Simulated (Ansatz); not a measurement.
**C₂H₈GeS: small, medium and large basis sets**

Aim: see how fast density functionals converge with the basis set for C₂H₈GeS.

Program: Ansatz 0.2.0, Gaussian basis. Level of theory: one geometry, several basis sets. These are calculated values, not measurements.

Plan: PBE0-D4/def2-SVP; ωB97M-V/def2-SVP; PBE0-D4/def2-QZVPP; ωB97M-V/def2-QZVPP; the functionals' def2-TZVPP values are taken from earlier runs.

## (1) Structure used throughout

The geometry comes from an earlier relaxation with PBE0-D4 in a triple-zeta def2 set; it is a stationary point, not always the lowest conformer.

SMILES `C[S][GeH2][CH3]`, 12 atoms, charge 0, spin multiplicity 1.

Atoms are counted from 1 here; the program's logs count them from 0.

Bond lengths: C1–S2 1.813 Å, C1–H5 1.090 Å, C1–H6 1.091 Å, C1–H7 1.090 Å, S2–Ge3 2.219 Å, Ge3–C4 1.952 Å, Ge3–H8 1.538 Å, Ge3–H9 1.544 Å, C4–H10 1.092 Å, C4–H11 1.090 Å, C4–H12 1.091 Å. Angles: S2–C1–H5 106.8°, S2–C1–H6 111.2°, S2–C1–H7 111.7°, H5–C1–H6 108.6°, H5–C1–H7 108.5°, H6–C1–H7 109.9°, C1–S2–Ge3 99.5°, S2–Ge3–C4 111.2°, S2–Ge3–H8 105.3°, S2–Ge3–H9 108.5°, C4–Ge3–H8 111.4°, C4–Ge3–H9 110.1°, H8–Ge3–H9 110.2°, Ge3–C4–H10 110.1°, Ge3–C4–H11 109.8°, Ge3–C4–H12 110.5°, H10–C4–H11 109.1°, H10–C4–H12 108.5° and more.

## (2) PBE0-D4 in def2-SVP

Input file in.yaml:

```yaml
crystal:
  periodic: [false, false, false]
  atoms:
    - {symbol: C, position_ang: [0.404158, 2.019475, 0.261878]}
    - {symbol: S, position_ang: [-0.755003, 1.368297, -0.971437]}
    - {symbol: Ge, position_ang: [-1.062565, -0.668569, -0.146857]}
    - {symbol: C, position_ang: [0.582889, -1.715349, -0.219142]}
    - {symbol: H, position_ang: [0.598587, 3.058032, -0.005994]}
    - {symbol: H, position_ang: [-0.027715, 1.992676, 1.263081]}
    - {symbol: H, position_ang: [1.349436, 1.476509, 0.251643]}
    - {symbol: H, position_ang: [-2.165334, -1.295653, -1.015522]}
    - {symbol: H, position_ang: [-1.543136, -0.538092, 1.314331]}
    - {symbol: H, position_ang: [0.406101, -2.718145, 0.174290]}
    - {symbol: H, position_ang: [0.926972, -1.792417, -1.250703]}
    - {symbol: H, position_ang: [1.362610, -1.241864, 0.378633]}
basis:
  gaussian: {orbitals: def2-SVP}
hamiltonian: {xc: pbe0, dispersion: d4}
output: {orbitals: {seedname: orbitals}}
```

Started as:

```bash
$ ansatz run in.yaml --threads 4 --pin off --events-out ev --progress --plain --max-ram 10444MiB
```

Further steps of the session: ωB97M-V in def2-SVP; PBE0-D4 in def2-QZVPP; ωB97M-V in def2-QZVPP.

**Question.** What will the summary of the whole plan be? Wanted: PBE0-D4: double and triple zeta above quadruple; ωB97M-V: double and triple zeta above quadruple.

The runs gave:

| quantity | value |
| --- | --- |
| PBE0-D4: double and triple zeta above quadruple | 15.06, 1.68 eV |
| ωB97M-V: double and triple zeta above quadruple | 15.16, 1.64 eV |

What this shows: For PBE0-D4 the step from double to triple zeta gains 13.38 eV and the next only 1.68 eV. Total energies overstate the basis error of differences, where much of it tends to cancel. The LUMO of ωB97M-V is positive and keeps falling with the basis (2.81 to 1.60 eV): an unbound level that the basis holds in place.
